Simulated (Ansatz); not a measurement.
# ReP2 (CdI2 type): a single-point run

The task is a single-point run on ReP2 (CdI2 type). The structure is shown as the input types it.

Computed with Ansatz 0.2.0 (DFT PBEsol, scalar-relativistic, plane waves, PAW, unless a step's input says otherwise).

## 1. The structure to begin with

Symmetry: P-3m1, No. 164, trigonal system. Conventional cell: a = 5.761 Å, b = 5.761 Å, c = 9.631 Å, α = 90.00°, β = 90.00°, γ = 120.00°.

Coordinates:

```
Re P
1.0
     5.76057    0.00000    0.00000
    -2.88029    4.98880    0.00000
     0.00000    0.00000    9.63129
Re P
1 2
Direct
  0.00000 0.00000 0.00000
  0.33333 0.66667 0.32846
  0.66667 0.33333 0.67154
```

## 2. Running it

The input, input.yaml:

```yaml
crystal:
  lattice:
    - [5.76057041, 0.0, 0.0]
    - [-2.88028521, 4.98880032, 0.0]
    - [0.0, 0.0, 9.63128928]
  atoms:
    - { symbol: Re, position: [0.0, 0.0, 0.0] }
    - { symbol: P, position: [0.3333333333333, 0.6666666666667, 0.3284640864] }
    - { symbol: P, position: [0.6666666666667, 0.3333333333333, 0.6715359136] }
basis:
  ecutwfc: 420
  ecutrho_ratio: 4
kpoints:
  mp_grid: { grid: [12, 12, 6] }
hamiltonian:
  xc: pbesol
scf:
  occupations: { method: gaussian, width: 0.05 }
  max_iter: 80
output:
  forces: true
  stress: true
```

Command:

```sh
> ansatz run input.yaml --threads 4 --pin off --max-ram 4096MiB --backend cpu --events-out ev --progress --plain --runs-dir out
```

What happens when this is run?

This run ends as converged. That alone doesn't make the input a sound one.

The structure is inflated by the factor 1.89 between bohr and ångström. The shortest distance in the input is 4.59 Å, between atoms 1 (Re) and 2 (P).

What to do: divide the lengths by 1.8897.
